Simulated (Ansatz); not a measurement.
This script drives Ansatz's Python interface.

Script `bh5s2si_bde.py`:
```python
# -*- coding: utf-8 -*-
'''X-H bond energies of BH5S2Si without relaxation.'''

import ansatz as az


def total_energy(molecule, charge=0, unpaired=0):
    calc = (
        molecule.calculation()
        .basis(gaussian='6-31G*')
        .functional('pbe0', dispersion='d4')
    )
    if charge:
        calc = calc.charge(charge)
    if unpaired:
        calc = calc.spin('collinear', total=unpaired)
    report = calc.run(threads=1, pin='off').report
    if report['published_state_doubts']:
        print('  doubts:', report['published_state_doubts'])
    return report['free_energy_ev']

def without(molecule, index):
    rest = az.Crystal.molecule()
    for i, site in enumerate(molecule.cartesian_sites):
        if i != index:
            rest = rest.atom(site.symbol, site.position_ang)
    return rest

geometry_ang = [
    ('Si', [0.3804, 0.9609, -0.797]),
    ('B', [-0.164, -0.465, 0.3573]),
    ('S', [-0.7339, -2.1057, -0.3897]),
    ('S', [-0.0233, -0.2289, 2.2211]),
    ('H', [0.2021, 0.5764, -2.2287]),
    ('H', [-0.5565, 2.165, -0.554]),
    ('H', [1.751, 1.3971, -0.5367]),
    ('H', [0.6589, -2.5738, -0.3962]),
    ('H', [-1.4261, 0.2276, 2.3068]),
]
mol = az.Crystal.molecule()
for symbol, xyz in geometry_ang:
    mol = mol.atom(symbol, xyz)

whole = total_energy(mol, 0)
hydrogen = total_energy(az.Crystal.molecule().atom('H', (0, 0, 0)), 0, 1)
print(f'E(molecule) = {whole:.5f} eV, E(H) = {hydrogen:.5f} eV')
for index in [6, 8]:
    radical = total_energy(without(mol, index), 0, 1)
    print(f'H{index}: homolysis {(radical + hydrogen - whole):.3f} eV')
```

It is started by `python bh5s2si_bde.py`. Estimate its wall time and peak memory on 1 thread of Arm Neoverse V1, with other jobs on the host.

It took about 16 s, with a peak of 0.27 GiB, for 4 runs of the engine.

```console
$ python bh5s2si_bde.py
E(molecule) = -30292.16700 eV, E(H) = -13.58146 eV
H6: homolysis 3.619 eV
H8: homolysis 2.733 eV
```

These settings explore the input space; basis and method may be short of convergence. The geometry is a force-field or estimated start, not a minimum of this method, and the basis set is short of its limit. All parts are taken at fixed geometry, without zero-point energy.
